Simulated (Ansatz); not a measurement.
# C19O: the cost of one run

Method: DFT PBE, plane waves, PAW, scalar-relativistic, no spin polarisation, in Ansatz 0.2.0.

1 further run of the same task is left out (it didn't finish).

## Step 1: The structure to begin with

The cell holds 20 atoms (C19O): a = 7.398 Å, b = 7.398 Å, c = 11.000 Å, α = 90.00°, β = 90.00°, γ = 120.00°.

Coordinates:

```
C O
1.0
     7.39800    0.00000    0.00000
    -3.69900    6.40686    0.00000
     0.00000    0.00000   11.00000
C O
19 1
Direct
  0.00000 0.00000 0.09091
  0.22222 0.11111 0.09091
  0.00000 0.33333 0.09091
  0.22222 0.44444 0.09091
  0.00000 0.66667 0.09091
  0.22222 0.77778 0.09091
  0.33333 0.00000 0.09091
  0.55556 0.11111 0.09091
  0.33333 0.33333 0.09091
  0.55556 0.44444 0.09091
  0.33333 0.66667 0.09091
  0.55556 0.77778 0.09091
  0.66667 0.00000 0.09091
  0.88889 0.11111 0.09091
  0.66667 0.33333 0.09091
  0.88889 0.44444 0.09091
  0.66667 0.66667 0.09091
  0.88889 0.77778 0.09091
  0.56281 0.12005 0.23182
  0.56281 0.12005 0.33727
```

## Step 2: Relaxing end A

input.yaml

```yaml
crystal:
  lattice:
    - [7.398, 0.0, 0.0]
    - [-3.699, 6.406856, 0.0]
    - [0.0, 0.0, 11.0]
  atoms:
    - { symbol: C, position: [0.0, 0.0, 0.0909091] }
    - { symbol: C, position: [0.2222222, 0.1111111, 0.0909091] }
    - { symbol: C, position: [0.0, 0.3333333, 0.0909091] }
    - { symbol: C, position: [0.2222222, 0.4444444, 0.0909091] }
    - { symbol: C, position: [0.0, 0.6666667, 0.0909091] }
    - { symbol: C, position: [0.2222222, 0.7777778, 0.0909091] }
    - { symbol: C, position: [0.3333333, 0.0, 0.0909091] }
    - { symbol: C, position: [0.5555556, 0.1111111, 0.0909091] }
    - { symbol: C, position: [0.3333333, 0.3333333, 0.0909091] }
    - { symbol: C, position: [0.5555556, 0.4444444, 0.0909091] }
    - { symbol: C, position: [0.3333333, 0.6666667, 0.0909091] }
    - { symbol: C, position: [0.5555556, 0.7777778, 0.0909091] }
    - { symbol: C, position: [0.6666667, 0.0, 0.0909091] }
    - { symbol: C, position: [0.8888889, 0.1111111, 0.0909091] }
    - { symbol: C, position: [0.6666667, 0.3333333, 0.0909091] }
    - { symbol: C, position: [0.8888889, 0.4444444, 0.0909091] }
    - { symbol: C, position: [0.6666667, 0.6666667, 0.0909091] }
    - { symbol: C, position: [0.8888889, 0.7777778, 0.0909091] }
    - { symbol: C, position: [0.5628058, 0.1200458, 0.2318182] }
    - { symbol: O, position: [0.5628058, 0.1200458, 0.3372727] }
basis:
  ecutwfc: 420.0
kpoints:
  mp_grid: { grid: [2, 2, 1] }
hamiltonian:
  xc: pbe
  pseudopotentials: { kind: paw, azcp: { folder: soft_1 } }
scf:
  occupations: { method: fermi_dirac, width: 0.05 }
  lower_state_search: "off"
relax:
  f_tol: 0.03
  max_steps: 60
  adjacent_minimum: "off"
```

Command:

```console
$ ansatz run input.yaml --threads 1 --pin off --max-ram 3072MiB --backend cpu --events-out ev --progress --plain --runs-dir out
```

Q: Estimate wall time and peak memory on 1 thread of AMD EPYC 9R45 (Zen 5), shared host.

About 68 s, with a peak of 0.68 GiB.
